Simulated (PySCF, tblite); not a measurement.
# C₂H₇F₃OSi₂: geometry, infrared bands and NMR shifts

What infrared bands and NMR shifts should C₂H₇F₃OSi₂ (`FC(F)(F)OC([SiH3])[SiH3]`) show?

Computed with tblite 0.8.0 and PySCF 2.14.0, with density-fitted response routines of our own, on a single molecule in the gas phase. Atoms count from 0, in the outputs and in this text.

## Step 1: The starting structure

15 atoms, charge 0, multiplicity 1; geometry from: force field or distance geometry start.

Bonds of the start (Å): F0–C1 1.36, C1–F2 1.33, C1–F3 1.35, C1–O4 1.42, O4–C5 1.45, C5–Si6 1.89, C5–Si7 1.88, C5–H8 1.10, Si6–H9 1.49, Si6–H10 1.49, Si6–H11 1.49, Si7–H12 1.49, Si7–H13 1.49, Si7–H14 1.48.

## Step 2: Optimising the geometry with GFN2-xTB

Job settings and geometry (Å):

```
{"job": {"kind": "relax", "xc": "GFN2-xTB", "basis": "xTB"}, "charge": 0, "multiplicity": 1}
F      2.397500    -1.460000    -0.203300
C      2.249700    -0.135100    -0.457400
F      1.982600     0.041900    -1.748100
F      3.408700     0.491600    -0.161000
O      1.217200     0.392100     0.364100
C     -0.080200    -0.158700     0.020400
Si    -1.136500    -0.625900     1.516500
Si    -1.228400     0.988200    -0.935900
H      0.058200    -1.081900    -0.558800
H     -1.470000     0.552200     2.363300
H     -2.394700    -1.307600     1.096500
H     -0.387600    -1.596700     2.364300
H     -1.575900     2.209200    -0.157700
H     -2.479600     0.278600    -1.334000
H     -0.565500     1.420000    -2.190900
```

Started as:

```sh
> OMP_NUM_THREADS=1 python probes_run.py task.json out
```

This one command runs all jobs of the session in turn.

**Question.** This job is followed by: GFN2-xTB harmonic vibrations, gas phase; GIAO PBE0/pcSseg-1 NMR shielding, non-relativistic, gas phase. What will the session give for the following? strongest single infrared mode (GFN2-xTB); zero-point energy (GFN2-xTB); ¹³C shifts against TMS (PBE0/pcSseg-1); ¹H shifts against TMS (PBE0/pcSseg-1, means over atoms taken as alike); ¹⁹F shifts against CFCl3 (PBE0/pcSseg-1, means over atoms taken as alike); ¹⁷O shifts against H2O (PBE0/pcSseg-1); ²⁹Si shifts against TMS (PBE0/pcSseg-1, means over atoms taken as alike); surface potential, 1st and 99th percentile.

**Answer**, as computed:

| quantity | value |
| --- | --- |
| strongest single infrared mode (GFN2-xTB) | 766 cm⁻¹, 680 km/mol |
| zero-point energy (GFN2-xTB) | 51.4 kcal/mol |
| ¹³C shifts against TMS (PBE0/pcSseg-1) | 131.3, 61.8 ppm |
| ¹H shifts against TMS (PBE0/pcSseg-1, means over atoms taken as alike) | 4.44, 4.16 ppm |
| ¹⁹F shifts against CFCl3 (PBE0/pcSseg-1, means over atoms taken as alike) | -75.4 ppm |
| ¹⁷O shifts against H2O (PBE0/pcSseg-1) | 89.6 ppm |
| ²⁹Si shifts against TMS (PBE0/pcSseg-1, means over atoms taken as alike) | -68.4 ppm |
| surface potential, 1st and 99th percentile | -0.66 V and 1.46 V |

**Reading.** Relaxing lowered the energy by 0.577 eV in 80 steps; the close pair that moved most is C1–O4, from 1.421 to 1.299 Å. All 39 modes are real, so the xTB geometry is a minimum. Unscaled tight-binding wavenumbers are off by several per cent, some by more. Its intensities can rank the bands wrongly. H8 (hydrogen on an sp3 CH bonded to O and 2 Si) lies farthest downfield among hydrogen, at 4.44 ppm; its carbon carries O, an electronegative neighbour. At PBE0/pcSseg-1: The largest span, 199 ppm, is at F0, F2, F3, where the paramagnetic term is -226 ppm.
